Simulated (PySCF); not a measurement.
# C₆HF₃N₂: circular dichroism and optical rotation, excited states, first hyperpolarisability

What do calculations give for the circular dichroism and optical rotation, excited states, first hyperpolarisability of C₆HF₃N₂ (`N#CC=C=C(C#N)C(F)(F)F`)?

Programs: PySCF 2.14.0, with routines of our own; each step states its level. All values are computed. Atoms count from 0.

## (1) The starting structure

12 atoms, charge 0, multiplicity 1; geometry from: GFN2-xTB.

## (2) Geometry optimisation at PBE0-D3(BJ)/def2-SVP

Job settings and geometry (Å):

```
{"job": {"xc": "PBE0", "basis": "def2-SVP", "d3": "d3bj", "grid": 2, "kind": "geom"}, "charge": 0, "multiplicity": 1}
N      3.301110     1.282661     1.451915
C      2.666238     0.559783     0.834412
C      1.904800    -0.354262     0.066805
C      0.652586    -0.152840    -0.209153
C     -0.611481     0.061012    -0.465444
C     -1.048868     0.763096    -1.618695
N     -1.409917     1.323774    -2.546764
C     -1.704490    -0.438810     0.458930
F     -2.422045     0.567449     0.967215
F     -2.557380    -1.250371    -0.176070
F     -1.202314    -1.127533     1.489981
H      2.432961    -1.234647    -0.279158
```

Started as:

```sh
> OMP_NUM_THREADS=1 python excited_run.py task.json out
```

This one command runs all jobs of the session in turn.

Output:

```text
step   0  E = -637.01880472  max force = 0.031716
step   1  E = -637.02141382  max force = 0.009315
step   2  E = -637.02159285  max force = 0.003288
step   3  E = -637.02167702  max force = 0.000659
step   4  E = -637.02168850  max force = 0.000381
optimisation converged
```

It took 63 s on 1 thread of Arm Neoverse V1, shared host; peak memory 0.75 GiB.

The steps of the relaxation:

| step | energy from step 0 (eV) | largest force component (eV/Å) |
| --- | --- | --- |
| 0 | 0.0000 | 1.6309 |
| 1 | -0.0710 | 0.4790 |
| 2 | -0.0759 | 0.1691 |
| 3 | -0.0782 | 0.0339 |
| 4 | -0.0785 | 0.0196 |

Distances of close pairs at the start and the end, largest changes first:

```csv
bond,before (Å),after (Å),change (Å)
C5–N6,1.143,1.158,+0.015
C2–H11,1.083,1.099,+0.015
N0–C1,1.143,1.158,+0.015
C2–C3,1.298,1.310,+0.012
C7–F10,1.338,1.326,-0.012
C1–C2,1.416,1.428,+0.012
C4–C5,1.419,1.430,+0.011
C7–F8,1.336,1.327,-0.010
```

The end geometry stands in the next job.

```
                         at the end point                value
  point group (found at 0.08 Å tolerance)                   C1
rotational constants (GHz, main isotopes)  1.615, 0.696, 0.561
                        dipole moment (D)                 3.17
```

## (3) Circular dichroism and optical rotation: TDDFT CAM-B3LYP/aug-cc-pVDZ

Job settings and geometry (Å):

```
{"job": {"kind": "ecd", "xc": "CAM-B3LYP", "basis": "aug-cc-pVDZ", "nstates": 12}, "charge": 0, "multiplicity": 1}
N      3.318569     1.369822     1.503413
C      2.675825     0.642426     0.871272
C      1.909835    -0.274986     0.090355
C      0.640768    -0.096633    -0.183449
C     -0.634716     0.054419    -0.460893
C     -1.072325     0.741153    -1.636666
N     -1.443733     1.293721    -2.584238
C     -1.707817    -0.511716     0.459873
F     -2.541800     0.447989     0.838205
F     -2.408509    -1.444740    -0.175329
F     -1.161465    -1.054263     1.538846
H      2.421696    -1.169536    -0.290085
```

Level: TDDFT CAM-B3LYP/aug-cc-pVDZ circular dichroism and optical rotation, one conformer, gas phase.

Output:

```text
coarse grid: 12520 points
cycle   1  E = -637.6983816564  dE =  2.305e+00  |g| = 1.147e+00  |ddm| = 1.541e+01
cycle   2  E = -637.2504444078  dE =  4.479e-01  |g| = 1.920e+00  |ddm| = 5.674e+00
cycle   3  E = -637.9761919443  dE = -7.257e-01  |g| = 2.337e-01  |ddm| = 4.234e+00
cycle   4  E = -637.9852817212  dE = -9.090e-03  |g| = 1.052e-01  |ddm| = 6.279e-01
cycle   5  E = -637.9875560738  dE = -2.274e-03  |g| = 1.955e-02  |ddm| = 3.154e-01
cycle   6  E = -637.9876317269  dE = -7.565e-05  |g| = 5.302e-03  |ddm| = 5.588e-02
cycle   7  E = -637.9876377697  dE = -6.043e-06  |g| = 2.944e-03  |ddm| = 2.086e-02
final grid: 129416 points
cycle   8  E = -638.0094664207  dE = -1.845e-05  |g| = 5.602e-03  |ddm| = 2.623e-01
cycle   9  E = -638.0094529627  dE =  1.346e-05  |g| = 9.873e-03  |ddm| = 3.062e-02
cycle  10  E = -638.0094729795  dE = -2.002e-05  |g| = 8.549e-04  |ddm| = 1.928e-02
cycle  11  E = -638.0094731114  dE = -1.319e-07  |g| = 2.501e-04  |ddm| = 2.249e-03
cycle  12  E = -638.0094731228  dE = -1.148e-08  |g| = 6.104e-05  |ddm| = 9.536e-04
cycle  13  E = -638.0094731237  dE = -9.204e-10  |g| = 1.832e-05  |ddm| = 2.214e-04
converged SCF energy = -638.0094731237

Singlet excitations and rotatory strengths (1e-40 esu^2 cm^2)
state   eV       nm     f(len)   f(vel)    R(len)    R(vel)   main configurations
  1   5.2264   237.2  0.00064  0.00058    -2.419    -2.323   H->L+1 0.63, H-1->L 0.29
  2   5.4237   228.6  0.00002  0.00004    -0.424    -0.497   H-1->L 0.62, H->L+1 0.28
  3   6.2809   197.4  0.36251  0.35188    15.567    15.492   H->L 0.84
  4   6.3152   196.3  0.06968  0.06785   -40.552   -39.734   H-2->L 0.70, H-3->L 0.12
  5   6.3416   195.5  0.42679  0.41450    56.507    55.494   H-1->L+1 0.75
  6   6.5114   190.4  0.00011  0.00010     0.570     0.672   H-3->L+1 0.64, H-2->L+1 0.25
  7   7.2581   170.8  0.00063  0.00062    -0.192    -0.154   H-1->L+5 0.28, H-1->L+6 0.10, H->L+7 0.09
  8   7.2902   170.1  0.00106  0.00122     1.092     1.258   H->L+7 0.26, H-1->L+5 0.17, H->L+2 0.15
  9   7.6115   162.9  0.14143  0.13912    21.036    21.204   H-2->L+1 0.59, H-3->L+1 0.23
 10   7.6395   162.3  0.13194  0.12953    26.722    26.180   H-3->L 0.59, H-2->L 0.15
 11   7.8493   158.0  0.00990  0.01125   -27.093   -27.509   H-4->L 0.84
 12   7.9631   155.7  0.00956  0.01097   -14.554   -14.733   H-5->L+1 0.80

Specific rotation (deg / (dm g/mL))
    nm     length   length(OI)   velocity    alpha(len)  alpha(vel)
  633.0     104.99     104.77     103.10       91.061     89.064
  589.3     123.86     123.60     121.66       91.612     89.602
  546.0     148.35     148.05     145.75       92.311     90.285
  436.0     260.92     260.46     256.62       95.347     93.248
  405.0     318.51     317.99     313.41       96.809     94.675
  365.0     428.93     428.32     422.39       99.489     97.291
  355.0     466.19     465.56     459.20      100.366     98.146
```

Run time: 2.7 min. Hardware: 1 thread of Arm Neoverse V1, shared host; peak memory 1.2 GiB.

## (4) Excited states: TDA CAM-B3LYP/aug-cc-pVDZ

The job, as its differences from that of step 3:

```diff
@@ -1,2 +1,2 @@
-{"job": {"kind": "ecd", "xc": "CAM-B3LYP", "basis": "aug-cc-pVDZ", "nstates": 12}, "charge": 0, "multiplicity": 1}
+{"job": {"kind": "states", "xc": "CAM-B3LYP", "basis": "aug-cc-pVDZ", "tda": true, "soc": true, "nstates": 6, "ntriplets": 5, "nquad": 4}, "charge": 0, "multiplicity": 1}
 N      3.318569     1.369822     1.503413
```

With the program's defaults for keys left out, this is: TDA CAM-B3LYP/aug-cc-pVDZ excited states, vertical, gas phase, spin-orbit mean-field couplings.

Output:

```text
coarse grid: 12520 points
cycle   1  E = -637.6983816564  dE =  2.305e+00  |g| = 1.147e+00  |ddm| = 1.541e+01
cycle   2  E = -637.2504444078  dE =  4.479e-01  |g| = 1.920e+00  |ddm| = 5.674e+00
cycle   3  E = -637.9761919443  dE = -7.257e-01  |g| = 2.337e-01  |ddm| = 4.234e+00
cycle   4  E = -637.9852817212  dE = -9.090e-03  |g| = 1.052e-01  |ddm| = 6.279e-01
cycle   5  E = -637.9875560738  dE = -2.274e-03  |g| = 1.955e-02  |ddm| = 3.154e-01
cycle   6  E = -637.9876317269  dE = -7.565e-05  |g| = 5.302e-03  |ddm| = 5.588e-02
cycle   7  E = -637.9876377697  dE = -6.043e-06  |g| = 2.944e-03  |ddm| = 2.086e-02
final grid: 129416 points
cycle   8  E = -638.0094664207  dE = -1.845e-05  |g| = 5.602e-03  |ddm| = 2.623e-01
cycle   9  E = -638.0094529627  dE =  1.346e-05  |g| = 9.873e-03  |ddm| = 3.062e-02
cycle  10  E = -638.0094729795  dE = -2.002e-05  |g| = 8.549e-04  |ddm| = 1.928e-02
cycle  11  E = -638.0094731114  dE = -1.319e-07  |g| = 2.501e-04  |ddm| = 2.249e-03
cycle  12  E = -638.0094731228  dE = -1.148e-08  |g| = 6.104e-05  |ddm| = 9.536e-04
cycle  13  E = -638.0094731237  dE = -9.204e-10  |g| = 1.832e-05  |ddm| = 2.214e-04
converged SCF energy = -638.0094731237

Singlet excitations
state   eV       nm        f     d(h-e)  d(exc)  Lambda  PR(NTO)  |dmu|/D   mu/D   main configurations
  1   5.2388   236.7   0.00072   0.464   2.998   0.475   1.807    1.319    3.656   H->L+1 0.62, H-1->L 0.31
  2   5.4539   227.3   0.00002   0.552   3.049   0.484   1.826    1.621    3.094   H-1->L 0.61, H->L+1 0.29
  3   6.3386   195.6   0.00031   1.418   2.733   0.439   1.033    4.861    5.701   H-2->L 0.74, H-3->L 0.17
  4   6.5153   190.3   0.73355   0.502   2.757   0.711   2.043    1.234    2.981   H->L 0.56, H-1->L+1 0.11, H-2->L+1 0.08
  5   6.5332   189.8   0.10314   1.281   2.750   0.459   1.127                     H-3->L+1 0.58, H-2->L+1 0.20
  6   6.5714   188.7   0.07271   0.667   2.888   0.737   2.011                     H-1->L+1 0.55, H->L 0.16

Triplet excitations (Tamm-Dancoff)
state   eV     d(h-e)  d(exc)  Lambda  PR(NTO)   main configurations
  1   3.8080   0.108   2.424   0.796   1.749   H->L 0.66, H-1->L+1 0.24
  2   4.0413   0.205   2.455   0.789   1.753   H-1->L+1 0.65, H->L 0.24
  3   4.8962   0.587   2.939   0.483   1.695   H->L+1 0.64, H-1->L 0.24
  4   5.1169   0.654   2.980   0.473   1.743   H-1->L 0.65, H->L+1 0.26
  5   5.9175   1.129   2.563   0.431   1.216   H-2->L 0.67, H-3->L 0.14
S1 - T1 = 1.4309 eV

Spin-orbit couplings |<S|Hso|T>| (cm-1)
             T1       T2       T3       T4       T5
S0        0.456    0.543    2.538   14.384   11.580
S1        2.726    2.445    0.075    0.149    1.110
S2        2.369    6.569    0.103    0.118    0.227
S3        9.604    5.996    0.374    0.809    0.255
S4        1.497    2.412    3.231    3.755   24.666
S5        4.802    7.837    2.060    2.549    5.598
S6        0.740    1.587    2.905   11.155   11.026
T1 sublevels (cm-1): 0.000 0.001 0.005   radiative rates (1/s): 0.0189 0.00262 0.0238
```

It took 78 s on 1 thread of Arm Neoverse V1, shared host; peak memory 1.1 GiB.

From this job:

```
  quantity    value
S1 less T1  1.43 eV
```

## (5) Excited states: TDDFT CAM-B3LYP/aug-cc-pVDZ

The job, as its differences from that of step 4:

```diff
@@ -1,2 +1,2 @@
-{"job": {"kind": "states", "xc": "CAM-B3LYP", "basis": "aug-cc-pVDZ", "tda": true, "soc": true, "nstates": 6, "ntriplets": 5, "nquad": 4}, "charge": 0, "multiplicity": 1}
+{"job": {"kind": "states", "xc": "CAM-B3LYP", "basis": "aug-cc-pVDZ", "tpa": true, "nstates": 8, "nquad": 6, "ntriplets": 0}, "charge": 0, "multiplicity": 1}
 N      3.318569     1.369822     1.503413
```

Method: TDDFT CAM-B3LYP/aug-cc-pVDZ excited states, vertical, gas phase, two-photon moments by quadratic response.

Output:

```text
coarse grid: 12520 points
cycle   1  E = -637.6983816564  dE =  2.305e+00  |g| = 1.147e+00  |ddm| = 1.541e+01
cycle   2  E = -637.2504444078  dE =  4.479e-01  |g| = 1.920e+00  |ddm| = 5.674e+00
cycle   3  E = -637.9761919443  dE = -7.257e-01  |g| = 2.337e-01  |ddm| = 4.234e+00
cycle   4  E = -637.9852817212  dE = -9.090e-03  |g| = 1.052e-01  |ddm| = 6.279e-01
cycle   5  E = -637.9875560738  dE = -2.274e-03  |g| = 1.955e-02  |ddm| = 3.154e-01
cycle   6  E = -637.9876317269  dE = -7.565e-05  |g| = 5.302e-03  |ddm| = 5.588e-02
cycle   7  E = -637.9876377697  dE = -6.043e-06  |g| = 2.944e-03  |ddm| = 2.086e-02
final grid: 129416 points
cycle   8  E = -638.0094664207  dE = -1.845e-05  |g| = 5.602e-03  |ddm| = 2.623e-01
cycle   9  E = -638.0094529627  dE =  1.346e-05  |g| = 9.873e-03  |ddm| = 3.062e-02
cycle  10  E = -638.0094729795  dE = -2.002e-05  |g| = 8.549e-04  |ddm| = 1.928e-02
cycle  11  E = -638.0094731114  dE = -1.319e-07  |g| = 2.501e-04  |ddm| = 2.249e-03
cycle  12  E = -638.0094731228  dE = -1.148e-08  |g| = 6.104e-05  |ddm| = 9.536e-04
cycle  13  E = -638.0094731237  dE = -9.204e-10  |g| = 1.832e-05  |ddm| = 2.214e-04
converged SCF energy = -638.0094731237

Singlet excitations
state   eV       nm        f     d(h-e)  d(exc)  Lambda  PR(NTO)  |dmu|/D   mu/D   delta(TPA)   sigma/GM   main configurations
  1   5.2264   237.2   0.00064   0.493   2.973   0.475   1.788    1.462    3.741        0.15      0.002   H->L+1 0.63, H-1->L 0.29
  2   5.4238   228.6   0.00002   0.622   3.079   0.485   1.769    1.757    3.135        0.31      0.003   H-1->L 0.62, H->L+1 0.28
  3   6.2812   197.4   0.36230   0.691   2.815   0.756   1.439    1.798    3.545       19.77      0.286   H->L 0.84
  4   6.3153   196.3   0.06910   1.254   2.746   0.470   1.199    4.237    5.138        1.38      0.020   H-2->L 0.70, H-3->L 0.13
  5   6.3418   195.5   0.42771   0.618   2.767   0.714   1.749    1.512    2.602       23.35      0.344   H-1->L+1 0.75
  6   6.5114   190.4   0.00011   1.401   2.768   0.419   1.049    4.550    4.093        0.43      0.007   H-3->L+1 0.64, H-2->L+1 0.25
  7   7.2582   170.8   0.00063   0.055   2.446   0.379   2.337                                            H-1->L+5 0.28, H-1->L+6 0.10, H->L+7 0.09
  8   7.2903   170.1   0.00106   0.130   2.512   0.375   2.152                                            H->L+7 0.26, H-1->L+5 0.17, H->L+2 0.15
```

Run time: 93 s. Hardware: 1 thread of Arm Neoverse V1, shared host; peak memory 1.1 GiB.

## (6) First hyperpolarisability: quadratic response CAM-B3LYP/aug-cc-pVDZ

The job, as its differences from that of step 5:

```diff
@@ -1,2 +1,2 @@
-{"job": {"kind": "states", "xc": "CAM-B3LYP", "basis": "aug-cc-pVDZ", "tpa": true, "nstates": 8, "nquad": 6, "ntriplets": 0}, "charge": 0, "multiplicity": 1}
+{"job": {"kind": "beta", "xc": "CAM-B3LYP", "basis": "aug-cc-pVDZ"}, "charge": 0, "multiplicity": 1}
 N      3.318569     1.369822     1.503413
```

Level: quadratic response CAM-B3LYP/aug-cc-pVDZ first hyperpolarisability, Taylor convention, gas phase.

Output:

```text
coarse grid: 12520 points
cycle   1  E = -637.6983816564  dE =  2.305e+00  |g| = 1.147e+00  |ddm| = 1.541e+01
cycle   2  E = -637.2504444078  dE =  4.479e-01  |g| = 1.920e+00  |ddm| = 5.674e+00
cycle   3  E = -637.9761919443  dE = -7.257e-01  |g| = 2.337e-01  |ddm| = 4.234e+00
cycle   4  E = -637.9852817212  dE = -9.090e-03  |g| = 1.052e-01  |ddm| = 6.279e-01
cycle   5  E = -637.9875560738  dE = -2.274e-03  |g| = 1.955e-02  |ddm| = 3.154e-01
cycle   6  E = -637.9876317269  dE = -7.565e-05  |g| = 5.302e-03  |ddm| = 5.588e-02
cycle   7  E = -637.9876377697  dE = -6.043e-06  |g| = 2.944e-03  |ddm| = 2.086e-02
final grid: 129416 points
cycle   8  E = -638.0094664207  dE = -1.845e-05  |g| = 5.602e-03  |ddm| = 2.623e-01
cycle   9  E = -638.0094529627  dE =  1.346e-05  |g| = 9.873e-03  |ddm| = 3.062e-02
cycle  10  E = -638.0094729795  dE = -2.002e-05  |g| = 8.549e-04  |ddm| = 1.928e-02
cycle  11  E = -638.0094731114  dE = -1.319e-07  |g| = 2.501e-04  |ddm| = 2.249e-03
cycle  12  E = -638.0094731228  dE = -1.148e-08  |g| = 6.104e-05  |ddm| = 9.536e-04
cycle  13  E = -638.0094731237  dE = -9.204e-10  |g| = 1.832e-05  |ddm| = 2.214e-04
converged SCF energy = -638.0094731237

Lowest singlets (eV, f): 5.2264 0.0006  5.4238 0.0000  6.2812 0.3623

First hyperpolarisability (au)
process     nm      |vector|   parallel      HRS      DR
static         -      174.86     -14.09      65.52   7.691
shg       1907.0      180.23      -15.7      67.48   7.686
eope      1907.0      176.61     -14.61          -       -
shg       1064.0      193.37     -19.97      72.33   7.645
eope      1064.0      180.62     -15.83          -       -
```

Run time: 72 s. Hardware: 1 thread of Arm Neoverse V1, shared host; peak memory 1.1 GiB.

## (7) Circular dichroism and optical rotation: TDDFT CAM-B3LYP/aug-cc-pVDZ in methanol

The job, as its differences from that of step 6:

```diff
@@ -1,2 +1,2 @@
-{"job": {"kind": "beta", "xc": "CAM-B3LYP", "basis": "aug-cc-pVDZ"}, "charge": 0, "multiplicity": 1}
+{"job": {"kind": "ecd", "xc": "CAM-B3LYP", "basis": "aug-cc-pVDZ", "nstates": 12, "solvent": "methanol"}, "charge": 0, "multiplicity": 1}
 N      3.318569     1.369822     1.503413
```

Method: TDDFT CAM-B3LYP/aug-cc-pVDZ circular dichroism and optical rotation, one conformer, IEF-PCM methanol (non-equilibrium linear response, no local-field factor).

Output:

```text
coarse grid: 12520 points
cycle   1  E = -637.7495695930  dE =  2.254e+00  |g| = 1.087e+00  |ddm| = 1.541e+01
cycle   2  E = -637.4968513736  dE =  2.527e-01  |g| = 1.636e+00  |ddm| = 5.738e+00
cycle   3  E = -637.9967078490  dE = -4.999e-01  |g| = 1.639e-01  |ddm| = 3.999e+00
cycle   4  E = -638.0009190502  dE = -4.211e-03  |g| = 8.631e-02  |ddm| = 5.593e-01
cycle   5  E = -638.0024245579  dE = -1.506e-03  |g| = 1.760e-02  |ddm| = 2.921e-01
cycle   6  E = -638.0024821606  dE = -5.760e-05  |g| = 4.807e-03  |ddm| = 4.927e-02
cycle   7  E = -638.0024864697  dE = -4.309e-06  |g| = 3.117e-03  |ddm| = 1.946e-02
final grid: 129416 points
cycle   8  E = -638.0242795133  dE = -1.852e-05  |g| = 5.650e-03  |ddm| = 2.642e-01
cycle   9  E = -638.0242683818  dE =  1.113e-05  |g| = 9.336e-03  |ddm| = 3.243e-02
cycle  10  E = -638.0242863656  dE = -1.798e-05  |g| = 6.530e-04  |ddm| = 2.030e-02
cycle  11  E = -638.0242864380  dE = -7.236e-08  |g| = 2.347e-04  |ddm| = 2.107e-03
cycle  12  E = -638.0242864475  dE = -9.481e-09  |g| = 6.723e-05  |ddm| = 7.907e-04
cycle  13  E = -638.0242864484  dE = -9.370e-10  |g| = 2.437e-05  |ddm| = 2.796e-04
converged SCF energy = -638.0242864484

Singlet excitations and rotatory strengths (1e-40 esu^2 cm^2)
state   eV       nm     f(len)   f(vel)    R(len)    R(vel)   main configurations
  1   5.2336   236.9  0.00069  0.00063    -2.647    -2.548   H->L+1 0.72, H-1->L 0.21
  2   5.4510   227.5  0.00006  0.00008    -0.879    -0.954   H-1->L 0.72, H->L+1 0.21
  3   6.2070   199.7  1.06997  1.04052    59.699    59.091   H->L 0.68, H-1->L+1 0.22
  4   6.3901   194.0  0.08115  0.07880   -22.063   -21.752   H-1->L+1 0.65, H->L 0.22
  5   6.5123   190.4  0.00069  0.00063     3.237     3.204   H-2->L 0.82
  6   6.7856   182.7  0.00006  0.00006     0.850     0.928   H-3->L+1 0.71, H-2->L+1 0.13
  7   7.2000   172.2  0.00019  0.00019     0.325     0.383   H-1->L+4 0.41, H-1->L+5 0.27
  8   7.3081   169.7  0.00079  0.00087     0.179     0.231   H->L+7 0.52, H->L+2 0.14, H->L+4 0.11
  9   7.7955   159.0  0.11852  0.11617    11.372    11.604   H-2->L+1 0.55, H-5->L 0.12, H-3->L+1 0.10
 10   7.8261   158.4  0.22333  0.21905    25.602    24.992   H-3->L 0.54, H-6->L+1 0.10
 11   8.0984   153.1  0.00243  0.00241   -13.006   -12.914   H->L+2 0.68
 12   8.1646   151.9  0.00146  0.00141     4.769     5.045   H-1->L+2 0.71, H-1->L+3 0.08

Specific rotation (deg / (dm g/mL))
    nm     length   length(OI)   velocity    alpha(len)  alpha(vel)
  633.0     133.59     133.28     131.67      100.406     98.142
  589.3     158.08     157.73     155.83      101.091     98.812
  546.0     190.07     189.66     187.39      101.964     99.664
  436.0     339.99     339.36     335.45      105.780    103.388
  405.0     418.45     417.74     413.01      107.635    105.198
  365.0     572.20     571.36     565.06      111.065    108.545
  355.0     625.08     624.20     617.38      112.195    109.647
```

It took 2.7 min on 1 thread of Arm Neoverse V1, shared host; peak memory 1.2 GiB.

## (8) Results

| quantity | value |
| --- | --- |
| point group | C1 |
| rotational constants (main isotopes) | 1.61, 0.70, 0.56 GHz |
| state of largest rotatory strength (velocity form) among 12 (step 3, TDDFT CAM-B3LYP/aug-cc-pVDZ) | 6.34 eV, R = +55.5 (velocity), +56.5 (length) ·10⁻⁴⁰ esu² cm² |
| specific rotation at 633.0 nm (step 3, TDDFT CAM-B3LYP/aug-cc-pVDZ) | 103.1 (velocity), 105.0 (length) |
| S1 less T1 (step 4, TDA CAM-B3LYP/aug-cc-pVDZ) | 1.43 eV |
| β vector (step 6, quadratic response CAM-B3LYP/aug-cc-pVDZ) | static 175, SHG 1907.0 nm 180, SHG 1064.0 nm 193 au |
| state of largest rotatory strength (velocity form) among 12 (step 7, TDDFT CAM-B3LYP/aug-cc-pVDZ in methanol) | 6.21 eV, R = +59.1 (velocity), +59.7 (length) ·10⁻⁴⁰ esu² cm² |
| specific rotation at 633.0 nm (step 7, TDDFT CAM-B3LYP/aug-cc-pVDZ in methanol) | 131.7 (velocity), 133.6 (length) |

In words: The optimisation took 4 steps and gained 0.078 eV; among the close pairs (by a distance rule), C5–N6 changed most, from 1.143 to 1.158 Å. Rotations belong to one conformer and to the handedness of the start. In step 4, the number of triplets below S1 is 4, and the largest singlet-triplet spin-orbit coupling is S4–T5, 24.67 cm⁻¹. β grows from 175 au (static) to 193 au for doubling at 1064.0 nm: normal dispersion, which grows as twice the photon energy moves toward the bright states.
